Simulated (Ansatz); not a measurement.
**CH₆S₂Sn: up Jacob's ladder to CCSD(T)**

Aim: compute CH₆S₂Sn with functionals from several rungs and with coupled cluster, and see how far each lands from CCSD(T) at the basis-set limit for the atomisation energy.

Method: functionals in def2-TZVPP, the program's frozen cores in correlated methods; program: Ansatz 0.2.0, Gaussian basis.

Levels to be run: LDA (SPW92), PBE-D4, revPBE-D4, BLYP-D4, r2SCAN-D4, B97M-V, PBE0-D4, B3LYP-D4, r2SCANh-D4, r2SCAN0-D4, HSE06-D4, BHLYP-D4, CAM-B3LYP-D4, LC-ωPBE, ωB97X-V, ωB97M-V, B2PLYP, PBE-QIDH; CCSD(T)/def2-SVP; CCSD(T)/def2-TZVPP; MP2/def2-QZVPP; extrapolation to the limit; RPA on PBE.

### 1 The relaxed structure

All runs share one geometry, relaxed beforehand with PBE0-D4 in a triple-zeta def2 set. Sn takes the def2 core potential; no spin-orbit term is included.

SMILES `CS[S][SnH3]`, 10 atoms, charge 0, spin multiplicity 1.

Atoms are counted from 1 here; the program's logs count them from 0.

Bond lengths: C1–S2 1.800 Å, C1–H5 1.090 Å, C1–H6 1.093 Å, C1–H7 1.089 Å, S2–S3 2.055 Å, S3–Sn4 2.417 Å, Sn4–H8 1.703 Å, Sn4–H9 1.706 Å, Sn4–H10 1.708 Å. Angles: S2–C1–H5 111.1°, S2–C1–H6 106.1°, S2–C1–H7 110.7°, H5–C1–H6 109.2°, H5–C1–H7 110.3°, H6–C1–H7 109.4°, C1–S2–S3 102.3°, S2–S3–Sn4 98.1°, S3–Sn4–H8 108.1°, S3–Sn4–H9 107.3°, S3–Sn4–H10 107.5°, H8–Sn4–H9 110.8°, H8–Sn4–H10 111.7°, H9–Sn4–H10 111.3°.

### 2 LDA

This LDA is Slater exchange with PW92 correlation.

Input file in.yaml:

```yaml
crystal:
  periodic: [false, false, false]
  atoms:
    - {symbol: C, position_ang: [0.298226, 1.971599, 0.272917]}
    - {symbol: S, position_ang: [-0.245603, 0.762627, 1.491109]}
    - {symbol: S, position_ang: [1.025378, -0.813694, 1.139209]}
    - {symbol: Sn, position_ang: [-0.325529, -1.982559, -0.489180]}
    - {symbol: H, position_ang: [0.149948, 1.599943, -0.741214]}
    - {symbol: H, position_ang: [-0.324288, 2.856485, 0.426111]}
    - {symbol: H, position_ang: [1.344040, 2.233031, 0.430231]}
    - {symbol: H, position_ang: [-1.744503, -2.515468, 0.286538]}
    - {symbol: H, position_ang: [-0.693676, -0.872932, -1.731410]}
    - {symbol: H, position_ang: [0.599108, -3.290332, -1.081310]}
basis:
  gaussian: {orbitals: def2-TZVPP}
hamiltonian: {xc: lda}
output: {orbitals: {seedname: orbitals}}
```

The runs that follow: PBE-D4 (GGA); revPBE-D4 (GGA); BLYP-D4 (GGA); r2SCAN-D4 (meta-GGA); B97M-V (meta-GGA); PBE0-D4 (hybrid); B3LYP-D4 (hybrid); r2SCANh-D4 (hybrid); r2SCAN0-D4 (hybrid); HSE06-D4 (hybrid); BHLYP-D4 (hybrid); CAM-B3LYP-D4 (range-separated); LC-ωPBE (range-separated); ωB97X-V (range-separated); ωB97M-V (range-separated); B2PLYP (double hybrid); PBE-QIDH (double hybrid); CCSD(T) in def2-SVP; CCSD(T) in def2-TZVPP; MP2 in def2-QZVPP; RPA on PBE orbitals.

**Question.** What will the summary of the whole plan be? Wanted: atomisation energy, CCSD(T)/CBS; farthest beyond LDA; mean size of error, GGA; mean size of error, meta-GGA; mean size of error, hybrid; mean size of error, range-separated; mean size of error, double hybrid; gap, smallest and largest; T1 diagnostic.

The runs gave:

```
                               quantity                                                                                       value
        atomisation energy, CCSD(T)/CBS                                                                                   30.502 eV
    functionals within 0.305 eV (1.0 %)  PBE-D4, r2SCAN-D4, PBE0-D4, B3LYP-D4, r2SCANh-D4, HSE06-D4, CAM-B3LYP-D4, ωB97X-V, ωB97M-V
                    farthest beyond LDA                                                                        BHLYP-D4 (-0.987 eV)
                mean size of error, GGA                                                                                    0.367 eV
           mean size of error, meta-GGA                                                                                    0.256 eV
             mean size of error, hybrid                                                                                    0.388 eV
    mean size of error, range-separated                                                                                    0.266 eV
      mean size of error, double hybrid                                                                                    0.642 eV
              gap, smallest and largest                                                   3.63 eV (LDA (SPW92)), 10.41 eV (LC-ωPBE)
                          T1 diagnostic                                                                                      0.0131
triples share of the correlation energy                                                                                       3.9 %
```

In words: The LDA atomisation energy is off by 4.410 eV (14 %): it overbinds. PBE-D4 misses by +0.231 eV. Double hybrids carry the basis error of their MP2 part in triple zeta, and no dispersion term here, so their miss is partly the set-up's. The rungs meta-GGA, range-separated miss on average by less than the doubt on the reference (0.305 eV), so they tie. Misses under about 0.305 eV are within the doubt on the reference itself, which lacks core-valence correlation, spin-orbit coupling and higher excitations, and its outer-core shells are covered unevenly. All levels share the lack of spin-orbit coupling, which lowers the free heavy atoms and so the true binding. Hartree-Fock recovers 70 % of the binding; the rest is correlation. CCSD(T) in def2-SVP is off by -2.623 eV, more than most functionals: a good method in a small basis is no reference. Orbital gaps span 3.6 to 10.4 eV; exact exchange widens them. Correlated methods include outer-core shells of Sn, which these sets cover unevenly.
